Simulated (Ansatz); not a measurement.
# NBrO (nitrosyl bromide): levels of theory compared

We compute a comparison of 6 runs (B3LYP/STO-3G, SVWN5/STO-3G, wB97X/STO-3G, CCSDT(Q)/STO-3G, UCCSD(T)/STO-3G, FCI/STO-3G) of NBrO (nitrosyl bromide). 

The results are computed with Ansatz 0.2.0.

69 further runs of the same task are left out: 10 that didn't finish, 59 set aside as unsound or not needed.

## Step 1: The molecule

The species is NBrO (3 atoms), meant as a singlet with charge 0. SMILES: `O=NBr`. The Br3–N2 distance was set to 5.292 Å, away from the relaxed value. At this shape a bond of the SMILES string is far longer than usual.

Bond lengths: O1–N2 1.126 Å.

## Step 2: The energy at B3LYP/STO-3G (run 1)

run.yaml reads:

```yaml
basis:
  gaussian:
    orbitals: STO-3G
crystal:
  periodic: [false, false, false]
  atoms:
    - {symbol: O, position_ang: [2.219621, -3.526420, 0.842517]}
    - {symbol: "N", position_ang: [1.232901, -3.516100, 0.301057]}
    - {symbol: Br, position_ang: [-0.896840, 1.283280, -0.355590]}
hamiltonian:
  xc: {name: B3LYP}
accuracy: high
```

Run with:

```sh
$ ansatz run run.yaml --threads 1 --pin off --max-ram 3480MiB --events-out events.jsonl --progress --plain --runs-dir runs
```

What it wrote:

```text
Warning: RAYON_NUM_THREADS=1 ignored (pool sized by the plan → 1); use --threads N
Functional definition: B3LYP
  name "B3LYP"
  parameter a0 = 0.2
  parameter ax = 0.72
  parameter ac = 0.81
  exchange = (1 - a0 - ax)*slater_x + ax*b88_x + a0*exact_x
  correlation = (1 - ac)*vwn_rpa_c + ac*lyp_c
335 factors; integrals over basis functions are off by at most 2.4e-8 eV
mean field evaluation 1: about -72755.7557 eV, gradient 1.5e1 eV
mean field evaluation 2: about -72415.9217 eV, gradient 1.8e1 eV
mean field evaluation 4: about -72756.1987 eV, gradient 6.0e0 eV
mean field evaluation 8: about -72756.1980 eV, gradient 6.0e0 eV
mean field evaluation 16: about -72762.7940 eV, gradient 2.7e-2 eV
mean field evaluation 32: about -72761.6002 eV, gradient 1.4e1 eV
mean field evaluation 64: about -72762.7882 eV, gradient 5.7e-9 eV
mean field evaluation 96: about -72753.8120 eV, gradient 1.4e0 eV
mean field evaluation 128: about -72762.8076 eV, gradient 1.5e-1 eV
mean field evaluation 160: about -72760.8814 eV, gradient 2.1e1 eV
mean field evaluation 192: about -72762.5170 eV, gradient 6.3e0 eV
mean field evaluation 224: about -72762.7643 eV, gradient 1.8e0 eV
mean field evaluation 256: about -72762.7896 eV, gradient 1.4e-2 eV
mean field -72762.78941409 eV, -2673.9831905779 hartree, gradient 2.5e-8 eV, S^2 0.000000; 12 other end points of the search recorded, 0 dependent functions left out
reference -72762.78944205 eV, -2673.9831916052 hartree; 25, 25 occupied and 3, 3 virtual orbitals, 335 factors
Total energy: -72762.78944205 eV, -2673.9831916052 hartree
```

Wall time 28 s (1 thread of Intel Xeon Platinum 8375C at 2.90GHz (Ice Lake), shared host); peak memory 0.11 GiB.

## Step 3: A single-point energy at SVWN5/STO-3G (run 2)

in.yaml reads:

```yaml
crystal:
  periodic: [false, false, false]
  atoms:
    - symbol: O
      position_ang: [2.219621, -3.526420, 0.842517]
    - symbol: N
      position_ang: [1.232901, -3.516100, 0.301057]
    - symbol: Br
      position_ang: [-0.896840, 1.283280, -0.355590]
basis:
  gaussian: {orbitals: STO-3G}
hamiltonian: {xc: {name: SVWN5}}
accuracy: high
```

Run with:

```sh
$ ansatz run in.yaml --threads 1 --pin off --max-ram 3480MiB --events-out events.jsonl --progress --plain --runs-dir runs
```

What it wrote, shortened:

```text
Warning: RAYON_NUM_THREADS=1 ignored (pool sized by the plan → 1); use --threads N
Functional definition: SVWN5
  name "SVWN5"
[...]
335 factors; integrals over basis functions are off by at most 2.4e-8 eV
[...]
mean field -72635.06343089 eV, -2669.2893472710 hartree, gradient 8.7e-9 eV, S^2 0.000000; 9 other end points of the search recorded, 0 dependent functions left out
reference -72635.06343234 eV, -2669.2893473241 hartree; 25, 25 occupied and 3, 3 virtual orbitals, 335 factors
Total energy: -72635.06343234 eV, -2669.2893473241 hartree
```

It took 4.2 s on 1 thread of Intel Xeon Platinum 8375C at 2.90GHz (Ice Lake), shared host; peak memory 0.11 GiB.

Runs 3 to 5 aren't shown in full; the table further down has their settings and results.

## Step 4: The energy at FCI/STO-3G (run 6)

in.yaml reads:

```yaml
crystal:
  periodic: [false, false, false]
  atoms:
    - {symbol: O, position_ang: [2.219621, -3.526420, 0.842517]}
    - {symbol: N, position_ang: [1.232901, -3.516100, 0.301057]}
    - {symbol: Br, position_ang: [-0.896840, 1.283280, -0.355590]}
basis:
  gaussian:
    orbitals: STO-3G
total_charge: 0
correlation:
  method: fci
  frozen_orbitals: {Br: 9, "N": 1, O: 1}
accuracy: high
```

Run with:

```sh
$ ansatz run in.yaml --threads 1 --pin off --max-ram 3480MiB --events-out events.jsonl --progress --plain --runs-dir runs
```

What it wrote, shortened:

```text
Warning: RAYON_NUM_THREADS=1 ignored (pool sized by the plan → 1); use --threads N
Functional definition: HF
  name "HF"
[...]
335 factors; integrals over basis functions are off by at most 2.4e-8 eV
[...]
mean field -72707.26596757 eV, -2671.9427415533 hartree, gradient 2.5e-8 eV, S^2 0.000000; 6 other end points of the search recorded, 0 dependent functions left out; unrestricted orbitals would lower it
[...]
unrestricted determinant -72713.11914855 eV, -2672.1578419868 hartree, S^2 1.0926
11 core orbitals not correlated: weight in the atoms' cores, before any rotation towards them, 1.000 or more for the frozen orbitals, at most 0.000 for the correlated occupied ones
reference -72707.26596757 eV, -2671.9427415533 hartree; 14, 14 occupied and 3, 3 virtual orbitals, 335 factors
state -72716.51874500 eV, -2672.2827748520 hartree
Total energy: -72716.51874500 eV, -2672.2827748520 hartree
```

It took 3.3 s on 1 thread of Intel Xeon Platinum 8375C at 2.90GHz (Ice Lake), shared host; peak memory 0.12 GiB.

## Step 5: Overview of the runs

```
run            level  frozen core orbitals   energy (Eh)  wall time
  1     B3LYP/STO-3G                     –  -2673.983192       28 s
  2     SVWN5/STO-3G                     –  -2669.289347      4.2 s
  3     wB97X/STO-3G                     –  -2674.008213       15 s
  4  CCSDT(Q)/STO-3G                    11  -2672.286293      5.4 s
  5  UCCSD(T)/STO-3G                    11  -2672.281179      7.2 s
  6       FCI/STO-3G                    11  -2672.282775      3.3 s
```

## Step 6: Summary of results

```
                                           quantity           value
                                run 6: total energy  -2672.28277 Eh
run 6: correlation energy (11 core orbitals frozen)      -340.0 mEh
```

Against full CI in this basis: CCSDT(Q) -3.5 mEh; UCCSD(T) +1.6 mEh. Totals of different functionals can't be ranked against each other. In run 4 the log says that unrestricted orbitals would lower the reference, so the values rest on an unstable closed-shell determinant (other closed-shell runs at this shape may share the fault). In runs 1, 2, 3, 4, 5, 6 the basis is minimal, so the values are rough. In runs 1, 2, 3 a closed-shell determinant meets a far-stretched bond, which it describes badly. Spin contamination of the reference: run 5 ⟨S²⟩ = 1.09. Where it is this large, the reference is a mixture of spin states, and values that rest on it are in doubt. All runs together took 63 s, the longest 28 s.
